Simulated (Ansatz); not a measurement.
**BeGe (triplet): wave-function methods side by side at distance Ge1–Be2 = 2.935 Å, cc-pVDZ**

How much of the correlation energy of BeGe (triplet) does each wave-function method recover here?

The runs use Ansatz 0.2.0, Gaussian basis; cc-pVDZ, core rule «outside noble gas», up to 15 orbitals frozen.

The runs, in order: UHF; CCSD(T) on ROHF; CCSD(T) on UHF; BCCD(T) on ROHF; CISD as a restricted active space (open shells left free, so some higher excitations enter); CCSDT(Q) on ROHF; CCSDT(Q) on UHF; CASSCF and MRCISD+Q, 4 electrons in 4 orbitals; CASSCF and NEVPT2, 4 electrons in 4 orbitals; CASSCF and MRCISD+Q, 6 electrons in 8 orbitals; CASSCF and NEVPT2, 6 electrons in 8 orbitals; Full CI.

22 further runs of the same task are left out: 4 for a known fault of the program, 15 that didn't finish, 3 set aside as unsound or not needed. Runs told in other sessions of the task aren't counted.

### Step 1. The system

The geometry derives from a PBE0/def2-TZVP stationary point (not a proven minimum). One bond is set to the value named and the two fragments are kept rigid. No spin-orbit coupling is included. The filled d shell of Ge may be among the frozen orbitals whatever the setting's name suggests.

2 atoms, charge 0, spin multiplicity 3.

Atoms are counted from 1 here; the program's logs count them from 0.

No contacts short enough for the rule that draws bonds.

As a file:

```xyz
2
charge 0, multiplicity 3
Ge    0.00000    0.00000    0.00000
Be    0.00000    0.00000    2.93500
```

### Step 2. UHF

in.yaml

```yaml
crystal:
  periodic: [false, false, false]
  atoms:
    - {symbol: Ge, position_ang: [0.000000, 0.000000, 0.000000]}
    - {symbol: Be, position_ang: [0.000000, 0.000000, 2.935000]}
basis:
  gaussian: {orbitals: cc-pVDZ}
magnetization: {spin_polarized: true, initial_magnetization: 2}
hamiltonian: {xc: hf}
output: {orbitals: {seedname: orbitals}}
```

On the command line:

```
> ansatz run in.yaml --threads 1 --pin off --events-out ev --progress --plain --max-ram 2393MiB
```

Further steps of the session: CCSD(T) on ROHF; CCSD(T) on UHF; BCCD(T) on ROHF; CISD as a restricted active space (open shells left free, so some higher excitations enter); CCSDT(Q) on ROHF; CCSDT(Q) on UHF; CASSCF and MRCISD+Q, 4 electrons in 4 orbitals; CASSCF and NEVPT2, 4 electrons in 4 orbitals; CASSCF and MRCISD+Q, 6 electrons in 8 orbitals; CASSCF and NEVPT2, 6 electrons in 8 orbitals; Full CI.

Before running them: what should the planned runs give, taken together? Wanted: FCI from the RHF energy; RMP2 from FCI; UMP2 from FCI; RCCSD from FCI; RCCSD(T) from FCI; UCCSD(T) from FCI; RCCSDT(Q) from FCI; UCCSDT(Q) from FCI; NEVPT2 pair from FCI.

As calculated:

```
                         quantity                                                                                               value
          FCI from the ROHF energy                                                                                          -3.1128 eV
                    RMP2 from FCI                                                                                         +1001.5 meV
                    UMP2 from FCI                                                                                         +1075.2 meV
                   RCCSD from FCI                                                                                          +125.4 meV
                RCCSD(T) from FCI                                                                                           +39.9 meV
                UCCSD(T) from FCI                                                                                           +37.7 meV
               RCCSDT(Q) from FCI                                                                                            +1.1 meV
               UCCSDT(Q) from FCI                                                                                            -6.7 meV
             NEVPT2 pair from FCI                                                                                          +863.1 meV
           MRCISD+Q pair from FCI                                                                                           -19.6 meV
          NEVPT2 valence from FCI                                                                                          +371.0 meV
levels within 1 kcal/mol (43 meV)  RCCSD(T), UCCSD(T), BCCD(T), RCCSDT, UCCSDT, RCCSDT(Q), UCCSDT(Q), MRCISD+Q pair, MRCISD+Q valence
                    T1 diagnostic                                                                                               0.037
   effectively unpaired electrons                                                                                                2.23
```

What this shows: RCCSD(T) lands +39.9 meV from the yardstick (1.3 % of the correlation energy). UCCSDT(Q), MRCISD+Q pair, MRCISD+Q valence fall below full CI: unrestricted runs freeze a spin-polarised core, another one than full CI's, and coupled cluster isn't variational. The occupations show static correlation (2.23 effectively unpaired electrons where one determinant has 2). Of the multireference levels listed MRCISD+Q valence comes nearest in total energy (-18.2 meV), which doesn't show that its space is the better one. These misses are within one basis, not against nature; the frozen cores of restricted and unrestricted runs differ, which can shift their rows.

Levels on UHF freeze UHF's core orbitals, full CI those of ROHF, so the U rows can settle a little off it for that reason alone.

With open shells the CI space here admits some higher excitations, so it is larger than plain CISD.
